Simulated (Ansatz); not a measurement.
# CH₃F₂NSSi: how energies converge with the basis set

An exercise on one series of results from a longer session: the logs are not shown, and one member is left open.

Program: Ansatz 0.2.0, Gaussian basis. Level of theory: one geometry, several basis sets. These are calculated values, not measurements.

The runs, in order: PBE0-D4/def2-SVP; ωB97M-V/def2-SVP; PBE0-D4/def2-QZVPP; ωB97M-V/def2-QZVPP; the functionals' def2-TZVPP values are taken from earlier runs.

### The geometry

The geometry comes from an earlier relaxation with PBE0-D4 in a triple-zeta def2 set; it is a stationary point, not always the lowest conformer.

9 atoms, charge 0, spin multiplicity 1.

Atoms are counted from 1 here; the program's logs count them from 0.

Bond lengths: N1–C2 1.241 Å, N1–H7 1.014 Å, C2–F3 1.345 Å, C2–S4 1.760 Å, S4–Si5 2.156 Å, Si5–F6 1.595 Å, Si5–H8 1.475 Å, Si5–H9 1.475 Å. Angles: C2–N1–H7 112.7°, N1–C2–F3 118.4°, N1–C2–S4 129.8°, F3–C2–S4 111.9°, C2–S4–Si5 98.5°, S4–Si5–F6 102.8°, S4–Si5–H8 111.5°, S4–Si5–H9 111.4°, F6–Si5–H8 108.6°, F6–Si5–H9 108.6°, H8–Si5–H9 113.3°.

The first run:

File in.yaml:

```yaml
crystal:
  periodic: [false, false, false]
  atoms:
    - {symbol: N, position_ang: [-0.391378, -2.317433, -1.119247]}
    - {symbol: C, position_ang: [-0.216865, -1.177568, -0.659998]}
    - {symbol: F, position_ang: [-0.398377, -0.124823, -1.477172]}
    - {symbol: S, position_ang: [0.251951, -0.676039, 0.960992]}
    - {symbol: Si, position_ang: [0.246675, 1.457360, 0.647245]}
    - {symbol: F, position_ang: [0.661614, 2.025096, 2.078605]}
    - {symbol: H, position_ang: [-0.232093, -3.044784, -0.430762]}
    - {symbol: H, position_ang: [1.271198, 1.861205, -0.334724]}
    - {symbol: H, position_ang: [-1.104326, 1.950687, 0.317962]}
basis:
  gaussian: {orbitals: def2-SVP}
hamiltonian: {xc: pbe0, dispersion: d4}
output: {orbitals: {seedname: orbitals}}
```

On the command line:

```console
ansatz run in.yaml --threads 4 --pin off --events-out ev --progress --plain --max-ram 10444MiB
```

Steps of the session up to this table: PBE0-D4 in def2-SVP; ωB97M-V in def2-SVP; PBE0-D4 in def2-QZVPP; ωB97M-V in def2-QZVPP.

One table of the session follows, with a row left open; its other results are not shown here.

It belongs to the step «Density functionals: the series». 

```
functional       basis  HOMO (eV)
   PBE0-D4    def2-SVP      -7.92
   PBE0-D4  def2-TZVPP          ?
   PBE0-D4  def2-QZVPP      -8.02
   ωB97M-V    def2-SVP     -10.00
   ωB97M-V  def2-TZVPP     -10.13
   ωB97M-V  def2-QZVPP     -10.15
```

Q: Estimate the row for PBE0-D4, def2-TZVPP from the others.

**Answer.** HOMO (eV): -8.00. In the column «HOMO (eV)» it lies between PBE0-D4, def2-QZVPP (-8.02) and PBE0-D4, def2-SVP (-7.92).
